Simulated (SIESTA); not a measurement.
Crystal: Zr3AlN4.

```xyz
8
Lattice="3.2149 0.0000 0.0000 0.0000 3.2149 0.0000 0.0000 0.0000 8.9764" Properties=species:S:1:pos:R:3 pbc="T T T"
Zr    1.6075    1.6075    2.2320
Zr    0.0000    0.0000    4.4882
Zr    1.6075    1.6075    6.7445
Al    0.0000    0.0000    0.0000
N     1.6075    1.6075    4.4882
N     0.0000    0.0000    6.9555
N     1.6075    1.6075    0.0000
N     0.0000    0.0000    2.0209
```

The cell comes from a database or a generator and needn't be the stable form of this composition.

* Program: SIESTA 5.4.2
* Task: single point
* Functional: PBE
* Potentials or basis: PseudoDojo 0.4 standard (PBE files)
* Basis: DZP (energy shift 0.003 Ry; two zetas on semicore shells)
* Grid cutoff: 800 Ry
* Energy shift: 0.003 Ry
* k mesh: 8 × 8 × 3
* Occupations: fermi-dirac, width 0.05 eV
* Spin: no spin polarisation

On this cell: pressure 0.7 GPa; largest force 0.140 eV/Å; band gap on the k mesh none (metal or under the smearing width).

The same run follows on a disturbed copy (atoms moved at random, drawn with an rms of 0.05 Å):

```
CELL_PARAMETERS angstrom
3.21491 0.00000 0.00000
0.00000 3.21491 0.00000
0.00000 0.00000 8.97645
ATOMIC_POSITIONS crystal
Zr 0.49162 0.51007 0.24498
Zr 0.00443 0.00401 0.49842
Zr 0.50852 0.48779 0.75711
Al 0.99964 0.00511 0.99876
N 0.48114 0.51497 0.50408
N 0.99686 0.99774 0.77338
N 0.51317 0.48890 0.99733
N 0.00584 0.97934 0.22109
```

What changes?

The energy (extrapolated to zero smearing) moves by +21.7 meV/atom; pressure 1.8 GPa; largest force 1.331 eV/Å; band gap on the k mesh none (metal or under the smearing width).

Forces in eV/Å, atoms in the order of the input:
```
Zr   0.516 -0.977  0.742
Zr  -0.865  0.223 -0.062
Zr  -0.486  0.520 -1.012
Al  -0.105  0.040  0.015
N    0.958 -0.495 -0.187
N    0.459 -0.303  0.061
N   -0.070 -0.074  0.447
N   -0.407  1.064 -0.009
```

Stress tensor (GPa, compression positive):
```
 2.15 -0.60  0.15
-0.60  2.11 -0.03
 0.15 -0.03  1.24
```

Caveats: the basis of atomic orbitals isn't converged, which shifts pressures, moduli and gaps.
